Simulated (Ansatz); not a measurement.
# C₃H₄FSi radical: how energies converge with the basis set

An exercise on one series of results from a longer session: the logs are not shown, and one member is left open.

Computed with Ansatz 0.2.0, Gaussian basis. Level: one geometry, several basis sets.

Plan: PBE0-D4/def2-SVP; ωB97M-V/def2-SVP; PBE0-D4/def2-QZVPP; ωB97M-V/def2-QZVPP; the functionals' def2-TZVPP values are taken from earlier runs.

## The relaxed structure

An earlier PBE0-D4 in a triple-zeta def2 set relaxation fixed the geometry.

SMILES `[C]#C[SiH](C)F`, 9 atoms, charge 0, spin multiplicity 2.

Atoms are counted from 1 here; the program's logs count them from 0.

Bond lengths: C1–C2 1.213 Å, C2–Si3 1.829 Å, Si3–C4 1.847 Å, Si3–F5 1.597 Å, Si3–H6 1.480 Å, C4–H7 1.093 Å, C4–H8 1.093 Å, C4–H9 1.092 Å. Angles: C1–C2–Si3 177.4°, C2–Si3–C4 110.4°, C2–Si3–F5 107.6°, C2–Si3–H6 108.3°, C4–Si3–F5 109.7°, C4–Si3–H6 113.1°, F5–Si3–H6 107.5°, Si3–C4–H7 110.6°, Si3–C4–H8 110.1°, Si3–C4–H9 110.7°, H7–C4–H8 108.4°, H7–C4–H9 108.6°, H8–C4–H9 108.3°.

Set-up of the first run:

in.yaml

```yaml
crystal:
  periodic: [false, false, false]
  atoms:
    - {symbol: C, position_ang: [-2.801450, -0.356547, 1.020232]}
    - {symbol: C, position_ang: [-1.767924, 0.083217, 0.563407]}
    - {symbol: Si, position_ang: [-0.168058, 0.698949, -0.072855]}
    - {symbol: C, position_ang: [1.053072, -0.681646, -0.186076]}
    - {symbol: F, position_ang: [-0.427654, 1.309011, -1.525944]}
    - {symbol: H, position_ang: [0.283694, 1.805001, 0.800387]}
    - {symbol: H, position_ang: [2.005373, -0.321793, -0.582668]}
    - {symbol: H, position_ang: [1.230918, -1.107738, 0.804457]}
    - {symbol: H, position_ang: [0.680630, -1.474554, -0.838039]}
basis:
  gaussian: {orbitals: def2-SVP}
magnetization: {spin_polarized: true, initial_magnetization: 1}
hamiltonian: {xc: pbe0, dispersion: d4}
output: {orbitals: {seedname: orbitals}}
```

Command:

```
> ansatz run in.yaml --threads 4 --pin off --events-out ev --progress --plain --max-ram 10444MiB
```

Steps of the session up to this table: PBE0-D4 in def2-SVP; ωB97M-V in def2-SVP; PBE0-D4 in def2-QZVPP; ωB97M-V in def2-QZVPP.

One table of the session follows, with a row left open; its other results are not shown here.

It belongs to the step «Functionals by basis». 

```
functional       basis  HOMO (eV)  LUMO (eV)
   PBE0-D4    def2-SVP      -8.38      -4.71
   PBE0-D4  def2-TZVPP      -8.44      -4.86
   PBE0-D4  def2-QZVPP      -8.45      -4.88
   ωB97M-V    def2-SVP          ?          ?
   ωB97M-V  def2-TZVPP     -10.67      -3.05
   ωB97M-V  def2-QZVPP     -10.69      -3.09
```

**Question.** Estimate the row for ωB97M-V, def2-SVP.

The run gave: HOMO (eV): -10.58; LUMO (eV): -2.78. In the column «HOMO (eV)» it lies between ωB97M-V, def2-TZVPP (-10.67) and PBE0-D4, def2-QZVPP (-8.45).
